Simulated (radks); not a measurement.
**Valence configurations of Cl**

NIST gives [Ne] 3s2 3p5 as the ground configuration of Cl. Does this level of theory agree? Several fillings of the valence shells are run.

Method: non-relativistic Kohn-Sham, LDA (Slater exchange, Perdew-Wang correlation), spin-polarised, spherical densities, point nucleus; open shells are filled with parallel spins first. Code: radks (a radial shooting solver on a logarithmic mesh, Libxc functionals) version 1.

### 1 The system

* element: chlorine (Z = 17)
* charge: 0
* electrons: 17
* configuration: [Ne] 3s2 3p5
* others tried: 3s1.5 3p5.5; 3s1 3p6

The outer shells:

Cl
```
[Ne] core
3s [↑↓]
3p [↑↓][↑↓][↑ ]
```

### 2 [Ne] 3s2 3p5

Settings of this run:

```text
Z 17
configuration [Ne] 3s2 3p5
relativity non-relativistic
functional lda,pw
spin polarised
nucleus point
```

### 3 [Ne] 3s1.5 3p5.5

Settings of this run:

```text
Z 17
configuration [Ne] 3s1.5 3p5.5
relativity non-relativistic
functional lda,pw
spin polarised
nucleus point
```

### 4 [Ne] 3s1 3p6

Settings of this run:

```text
Z 17
configuration [Ne] 3s1 3p6
relativity non-relativistic
functional lda,pw
spin polarised
nucleus point
```

What does the calculation give? Wanted: for each run, valence; E − E(NIST configuration); moment; highest level; its energy; 1s shift.

**Answer**, as computed:

```csv
valence,E − E(NIST configuration) (eV),moment (μB),highest level,its energy (eV),1s shift (eV)
3s2 3p5,0.000,1,3p down,-8.291,+0.00
3s1.5 3p5.5,5.886,1,3p down,-8.534,-0.69
3s1 3p6,11.786,1,3p down,-8.771,-1.36
```

What this shows: Theory agrees with NIST among these: the next, 3s1.5 3p5.5, lies 5.886 eV higher. The energies are those of spherical high-spin densities, not of single terms. The 1s eigenvalue shifts by up to 1.36 eV as the valence charge is rearranged.
